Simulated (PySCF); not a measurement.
# C₈H₁₆NOSi+: excited states

Wanted: excited states for C₈H₁₆NOSi+ (`COC1=CC=C([N+](C)(C)C)[SiH2]1`).

Programs: PySCF 2.14.0, with routines of our own; each step states its level. All values are computed. Atoms count from 0.

### 1 The starting structure

27 atoms, charge 1, multiplicity 1; geometry from: GFN2-xTB.

### 2 Relaxing the molecule at PBE0-D3(BJ)/def2-SVP

Job settings and geometry (Å):

```
{"job": {"xc": "PBE0", "basis": "def2-SVP", "d3": "d3bj", "grid": 2, "kind": "geom"}, "charge": 1, "multiplicity": 1}
C      4.449519    -0.251302     0.901785
O      3.307466     0.468408     1.338309
C      2.145959     0.242634     0.740034
C      1.858369    -0.609367    -0.274503
C      0.487765    -0.613169    -0.694337
C     -0.367019     0.213082    -0.051799
N     -1.794581     0.282517    -0.409112
C     -1.939778     0.706158    -1.816625
C     -2.425590    -1.038972    -0.216349
C     -2.482908     1.260597     0.448483
Si     0.583616     1.180217     1.290761
H      5.274891     0.086662     1.524093
H      4.664847    -0.037123    -0.147797
H      4.302727    -1.326025     1.032471
H      2.566510    -1.255485    -0.764852
H      0.211402    -1.277097    -1.501596
H     -1.437908     1.661083    -1.960860
H     -2.992620     0.810978    -2.074316
H     -1.487063    -0.026510    -2.480148
H     -1.973900    -1.773475    -0.878533
H     -3.492503    -0.984131    -0.427374
H     -2.279380    -1.363384     0.812154
H     -3.538664     1.309963     0.184027
H     -2.039502     2.245036     0.319946
H     -2.392459     0.968949     1.492041
H      0.632578     2.607103     0.994635
H      0.138329     0.819598     2.631625
```

Command:

```
$ OMP_NUM_THREADS=1 python excited_run.py task.json out
```

This one command runs all jobs of the session in turn.

The log of the run:

```text
step   0  E = -732.62149343  max force = 0.020580
step   1  E = -732.62562572  max force = 0.004050
step   2  E = -732.62568369  max force = 0.001039
step   3  E = -732.62569449  max force = 0.000872
step   4  E = -732.62569504  max force = 0.000546
step   5  E = -732.62569748  max force = 0.000181
optimisation converged
```

It took 3.8 min on 1 thread of Arm Neoverse V1, shared host; peak memory 1.1 GiB.

Relaxation path:

```
step  energy from step 0 (eV)  largest force component (eV/Å)
   0                   0.0000                          1.0583
   1                  -0.1124                          0.2083
   2                  -0.1140                          0.0534
   3                  -0.1143                          0.0448
   4                  -0.1143                          0.0281
   5                  -0.1144                          0.0093
```

Distances of close pairs at the start and the end, largest changes first:

| bond | before (Å) | after (Å) | change (Å) |
| --- | --- | --- | --- |
| Si10–H25 | 1.458 | 1.489 | +0.031 |
| Si10–H26 | 1.458 | 1.489 | +0.030 |
| C5–Si10 | 1.908 | 1.884 | -0.024 |
| C3–C4 | 1.433 | 1.455 | +0.021 |
| N6–C9 | 1.472 | 1.491 | +0.020 |
| N6–C7 | 1.477 | 1.496 | +0.019 |
| N6–C8 | 1.477 | 1.496 | +0.019 |
| C4–H15 | 1.081 | 1.097 | +0.016 |

The next job starts from the end point, and lists it.

```csv
at the end point,value
point group (found at 0.08 Å tolerance),Cs
"rotational constants (GHz, main isotopes)","2.278, 0.507, 0.458"
```

### 3 Excited states: TDA CAM-B3LYP/def2-SVP

Job settings and geometry (Å):

```
{"job": {"kind": "states", "xc": "CAM-B3LYP", "basis": "def2-SVP", "tda": true, "soc": true, "nstates": 6, "ntriplets": 5, "nquad": 4}, "charge": 1, "multiplicity": 1}
C      4.488990    -1.302165     0.265068
O      3.347378    -0.583234     0.702495
C      2.196343    -0.812644     0.108204
C      1.908793    -1.672696    -0.912909
C      0.515703    -1.673078    -1.331167
C     -0.357574    -0.849632    -0.697967
N     -1.791379    -0.788736    -1.061736
C     -1.953802    -0.356857    -2.484791
C     -2.440007    -2.122367    -0.865316
C     -2.481058     0.203082    -0.187424
Si     0.608017     0.092987     0.616858
H      5.327075    -0.964702     0.884365
H      4.698961    -1.086249    -0.794766
H      4.338806    -2.385252     0.400432
H      2.628499    -2.326420    -1.407798
H      0.228762    -2.345886    -2.148677
H     -1.459396     0.613062    -2.611859
H     -3.023797    -0.277262    -2.717436
H     -1.483238    -1.097368    -3.140136
H     -1.966479    -2.852760    -1.529803
H     -3.509428    -2.041076    -1.099989
H     -2.297251    -2.427745     0.177602
H     -3.542832     0.245949    -0.459075
H     -2.019677     1.187080    -0.334580
H     -2.377153    -0.112650     0.857704
H      0.652792     1.561788     0.378952
H      0.165014    -0.208342     2.005730
```

With the program's defaults for keys left out, this is: TDA CAM-B3LYP/def2-SVP excited states, vertical, gas phase, spin-orbit mean-field couplings.

The log of the run:

```text
coarse grid: 22384 points
cycle   1  E = -732.7685051212  dE =  1.927e+00  |g| = 6.683e-01  |ddm| = 5.269e+00
cycle   2  E = -732.7306412922  dE =  3.786e-02  |g| = 8.528e-01  |ddm| = 1.435e+00
cycle   3  E = -732.8721057631  dE = -1.415e-01  |g| = 8.563e-02  |ddm| = 7.746e-01
cycle   4  E = -732.8731853332  dE = -1.080e-03  |g| = 5.979e-02  |ddm| = 1.409e-01
cycle   5  E = -732.8740217300  dE = -8.364e-04  |g| = 1.016e-02  |ddm| = 6.538e-02
cycle   6  E = -732.8740467462  dE = -2.502e-05  |g| = 4.638e-03  |ddm| = 1.514e-02
cycle   7  E = -732.8740521200  dE = -5.374e-06  |g| = 1.643e-03  |ddm| = 5.439e-03
final grid: 209744 points
cycle   8  E = -733.0031117154  dE = -5.907e-05  |g| = 5.044e-03  |ddm| = 3.894e-02
cycle   9  E = -733.0031122058  dE = -4.903e-07  |g| = 5.229e-03  |ddm| = 1.062e-02
cycle  10  E = -733.0031185053  dE = -6.300e-06  |g| = 9.201e-04  |ddm| = 5.321e-03
cycle  11  E = -733.0031186970  dE = -1.917e-07  |g| = 3.179e-04  |ddm| = 1.143e-03
cycle  12  E = -733.0031187222  dE = -2.524e-08  |g| = 9.728e-05  |ddm| = 4.373e-04
cycle  13  E = -733.0031187250  dE = -2.782e-09  |g| = 3.857e-05  |ddm| = 1.214e-04
cycle  14  E = -733.0031187258  dE = -8.240e-10  |g| = 1.764e-05  |ddm| = 1.004e-04
converged SCF energy = -733.0031187258

Singlet excitations
state   eV       nm        f     d(h-e)  d(exc)  Lambda  PR(NTO)  |dmu|/D   mu/D   main configurations
  1   4.1087   301.8   0.23807   0.690   2.840   0.721   1.086    2.262    4.933   H->L 0.95
  2   5.7743   214.7   0.00317   0.978   2.847   0.485   1.035    2.925    3.509   H-1->L 0.93
  3   5.9659   207.8   0.00169   1.929   3.560   0.280   1.025    5.962    6.372   H->L+1 0.71, H->L+2 0.22
  4   6.7176   184.6   0.00001   1.415   3.733   0.311   1.022    5.381    0.999   H->L+2 0.50, H->L+3 0.28, H->L+1 0.09
  5   6.8469   181.1   0.00071   1.036   3.516   0.398   1.794                     H->L+3 0.30, H-4->L 0.28, H->L+2 0.14
  6   6.9214   179.1   0.03806   0.115   3.156   0.743   1.934                     H-2->L 0.57, H->L+5 0.35

Triplet excitations (Tamm-Dancoff)
state   eV     d(h-e)  d(exc)  Lambda  PR(NTO)   main configurations
  1   2.3631   0.273   2.633   0.728   1.042   H->L 0.95
  2   4.7357   0.101   2.281   0.728   1.938   H-2->L 0.51, H->L+5 0.32
  3   5.3308   0.849   2.740   0.483   1.028   H-1->L 0.90
  4   5.8389   1.846   3.492   0.282   1.035   H->L+1 0.68, H->L+2 0.24
  5   6.0897   0.829   3.021   0.711   1.750   H->L+5 0.48, H-2->L 0.37
S1 - T1 = 1.7456 eV

Spin-orbit couplings |<S|Hso|T>| (cm-1)
             T1       T2       T3       T4       T5
S0        0.339    0.284   15.953    4.806    0.146
S1        0.004    0.035   15.312    9.020    0.022
S2       12.421    8.314    0.514    2.583   11.189
S3        5.943    2.978    1.183    0.275    2.078
S4        4.240    1.229    1.885   10.493    1.456
S5        0.477    3.488   13.286    2.606    4.674
S6        0.064    0.018   10.616    4.994    0.007
T1 sublevels (cm-1): 0.000 0.000 0.000   radiative rates (1/s): 0.000664 0.000206 0.00556
```

It took 1.9 min on 1 thread of Arm Neoverse V1, shared host; peak memory 1.2 GiB.

From this job:

```
  quantity    value
S1 less T1  1.75 eV
```

Orbitals, density, ELF and potential are computed afterwards from the orbital file.

Frontier orbitals at CAM-B3LYP/def2-SVP, with the share of their density that lies nearest to each atom:

| orbital | energy (eV) | lies on |
| --- | --- | --- |
| HOMO | -10.91 | C3, C5 about 25 % each; O1 17 %; C2 15 % |
| LUMO | -4.02 | C2, C4, C5 about 21 % each; O1 6 % |

ELF in a plane through or near 13 of the atoms.

Values, 10 rows by 14 columns:
```
0.00 0.00 0.00 0.00 0.00 0.00 0.00 0.00 0.00 0.00 0.00 0.00 0.00 0.00
0.00 0.00 0.00 0.00 0.00 0.00 0.02 0.01 0.00 0.00 0.00 0.00 0.00 0.00
0.00 0.00 0.00 0.00 0.00 0.02 0.31 0.12 0.02 0.03 0.01 0.00 0.00 0.00
0.00 0.00 0.33 0.13 0.75 0.19 0.67 0.20 0.33 0.41 0.97 0.02 0.00 0.00
0.00 0.23 1.00 0.43 0.51 0.29 0.20 0.93 0.43 0.55 0.97 0.01 0.00 0.00
0.00 0.02 0.59 0.15 0.07 0.91 0.32 0.26 0.71 0.32 0.01 0.00 0.00 0.00
0.00 0.00 0.02 0.29 0.22 0.81 0.61 0.65 0.03 0.03 0.01 0.00 0.00 0.00
0.00 0.00 0.00 0.00 0.77 0.96 0.48 1.00 0.01 0.01 0.00 0.00 0.00 0.00
0.00 0.00 0.00 0.00 0.00 0.02 0.03 0.48 0.00 0.00 0.00 0.00 0.00 0.00
0.00 0.00 0.00 0.00 0.00 0.00 0.00 0.00 0.00 0.00 0.00 0.00 0.00 0.00
```
The map spans 16.2 Å across and 9.9 Å up, centred on the molecule. Atoms in the plane (x, y in Å): C0 (-4.6, 0.0), O1 (-3.5, 0.9), C2 (-2.3, 0.4), C3 (-1.9, -0.9), C4 (-0.4, -1.1), C5 (0.4, 0.0), N6 (1.9, -0.1), C9 (2.4, 1.3), Si10 (-0.8, 1.5), H11 (-5.5, 0.6), H14 (-2.5, -1.8), H15 (0.0, -2.1), H22 (3.5, 1.3).

On the surface of density 0.002 e/bohr³ the electrostatic potential runs, from the 1st to the 99th percentile, from 1.86 V near O1 to 5.15 V near H22.

### 4 Outcome

| quantity | value |
| --- | --- |
| point group | Cs |
| rotational constants (main isotopes) | 2.28, 0.51, 0.46 GHz |
| S1 less T1 (step 3, TDA CAM-B3LYP/def2-SVP) | 1.75 eV |

Over 5 steps the energy fell by 0.114 eV; of the close pairs, Si10–H25 changed most, 1.458 to 1.489 Å. In step 3, the number of triplets below S1 is 1, and the largest singlet-triplet spin-orbit coupling is S0–T3, 15.95 cm⁻¹. By nearest atom (CAM-B3LYP/def2-SVP), the HOMO sits on C3, C5 about 25 % each; O1 17 % and the LUMO on C2, C4, C5 about 21 % each; O1 6 %.
